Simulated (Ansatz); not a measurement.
# Ta: the cost of one run

Program: Ansatz 0.2.0. Level of theory: DFT r2SCAN, scalar-relativistic, plane waves, PAW. These are calculated values, not measurements.

3 further runs of the same task are left out: 3 set aside as unsound or not needed.

## (1) The structure to begin with

Symmetry: Im-3m, No. 229, cubic system. Conventional cell: a = 3.305 Å, b = 3.305 Å, c = 3.305 Å, α = 90.00°, β = 90.00°, γ = 90.00°. Around Ta (site symmetry m-3m) lie 8 Ta at 2.86 Å.

Coordinates:

```
CELL_PARAMETERS angstrom
-1.65229 1.65229 -1.65229
-1.65229 -1.65229 1.65229
0.00000 6.60915 6.60915
ATOMIC_POSITIONS crystal
Ta 0.00000 0.00000 0.00000
Ta 0.50000 0.50000 0.25000
Ta 0.00000 0.00000 0.50000
Ta 0.50000 0.50000 0.75000
```

It is built from the cell relaxed beforehand with the same method (18.04 Å³/atom).

## (2) The reference: the undisturbed cell on the scan's mesh

input.yaml

```yaml
crystal:
  lattice:
    - [-1.6522866625, 1.6522866625, -1.6522866625]
    - [-1.6522866625, -1.6522866625, 1.6522866625]
    - [0.0, 6.6091466498, 6.6091466498]
  atoms:
    - { symbol: Ta, position: [0.0, 0.0, 0.0] }
    - { symbol: Ta, position: [0.5, 0.5, 0.25] }
    - { symbol: Ta, position: [0.0, 0.0, 0.5] }
    - { symbol: Ta, position: [0.5, 0.5, 0.75] }
basis:
  ecutwfc: 500
kpoints:
  mp_grid: { grid: [22, 22, 7] }
hamiltonian:
  xc: r2scan
scf:
  occupations: { method: gaussian, width: 0.15 }
output:
  forces: true
  stress: true
  eigenvalues: true
  write_density: true
  write_potential: true
  elf: true
  volumetric_format: npy
```

Command:

```
ansatz run input.yaml --threads 2 --pin off --max-ram 5120MiB --backend cpu --events-out ev --progress --plain --runs-dir out
```

**Question.** How long does this run take on 2 threads of AMD EPYC 9R45 (Zen 5), shared host, and how much memory does it need?

About 28 s, with a peak of 1.4 GiB.
